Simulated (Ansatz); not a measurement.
Task: a scan of the Hubbard U of MnS, space group Fm-3m, with Ansatz's Python interface. Give the script and its output. Settings (first run): r2SCAN, PAW, cutoff 650 eV, 8×8×8 k-points, Fermi-Dirac smearing of 0.1 eV, collinear spin.

The script reads `mns.cif`:
```cif
data_MnS
_cell_length_a 3.683319
_cell_length_b 3.683319
_cell_length_c 3.683319
_cell_angle_alpha 60.00000
_cell_angle_beta 60.00000
_cell_angle_gamma 60.00000
_symmetry_space_group_name_H-M 'P 1'
_symmetry_Int_Tables_number 1
loop_
_symmetry_equiv_pos_as_xyz
'x, y, z'
loop_
_atom_site_label
_atom_site_type_symbol
_atom_site_fract_x
_atom_site_fract_y
_atom_site_fract_z
Mn1 Mn    0.000000    0.000000    0.000000
S2 S    0.500000    0.500000    0.500000
```

The script, `plus_u.py`:
```python
from dataclasses import dataclass
import warnings

import ansatz as az
from ase.io import read
import numpy as np


@dataclass(frozen=True)
class Settings:
    smearing_width: float = 0.1
    cutoff_ev: int = 650
    kmesh: tuple[int, ...] = (8, 8, 8)
    xc: str = "r2scan"


cfg = Settings()


def count_gap(report):
    # lowest empty less highest filled band, counting bands; zero where they overlap
    return max(report.get("gap_by_band_count_ev") or 0.0, 0.0)

warnings.simplefilter("ignore", az.DeckWarning)

atoms = read("mns.cif")
cell = az.Crystal.from_ase(atoms).moments(Mn=2.8)

setup = (
    cell.calculation()
    .spin(az.SpinTreatment.COLLINEAR)
    .occupations(az.OccupationsMethod.FERMI_DIRAC, width=cfg.smearing_width)
    .basis(cfg.cutoff_ev)
    .kpoints(*cfg.kmesh)
    .functional(cfg.xc)
    .band_table()
)
rows = []
for u in [0.0, 2.0, 4.0, 6.0]:
    report = setup.hubbard("Mn", "d", u_eff=u).run(threads=1).report
    shell = report["hubbard"]["n_scf"]
    rows.append((u, count_gap(report), sum(shell) / len(shell), max(abs(m) for m in report["site_moments_mub"]), report["n_iterations"]))
for row in rows:
    print("; ".join(f"{name} = {round(v, 4) if isinstance(v, float) else v}" for name, v in zip(["U_eff eV", "gap by band count eV", "Mn d occupation (projector)", "largest moment muB", "iterations"], row)))
```

Output of `python plus_u.py`:
```text
U_eff eV = 0.0; gap by band count eV = 0.0; Mn d occupation (projector) = 5.3208; largest moment muB = 4.4402; iterations = 18
U_eff eV = 2.0; gap by band count eV = 0.8227; Mn d occupation (projector) = 5.2605; largest moment muB = 4.517; iterations = 14
U_eff eV = 4.0; gap by band count eV = 1.3577; Mn d occupation (projector) = 5.2162; largest moment muB = 4.5633; iterations = 14
U_eff eV = 6.0; gap by band count eV = 1.4628; Mn d occupation (projector) = 5.1795; largest moment muB = 4.5995; iterations = 12
```

From U = 0 to 6 eV the largest site moment goes from 4.44 to 4.60 μB.

The magnetic order follows from the starting moments and needn't be the lowest. A gap by band count of zero or less means overlapping bands, a metal. With one magnetic atom the cell can hold only ferromagnetic order. Of the deposited cell: the entry's cell lengths or inner coordinates differ somewhat from later room-temperature determinations. r2SCAN tends to overestimate the moments of itinerant magnets. The starting cell is as deposited in a crystallographic database; the results hold for this polymorph, which needn't be the stable one. Gaps and levels are Kohn-Sham values on a finite set of k-points. Shell occupations and the effect of U depend on the projectors; a run with no .spin step is spin-unpolarised, and each U may end in a state that isn't the lowest. The whole script took 43 s on 1 thread of Arm Neoverse V2, with other jobs on the host, peak memory 0.6 GiB.

(Lines on the test bed's own set-up are left out of the output.)
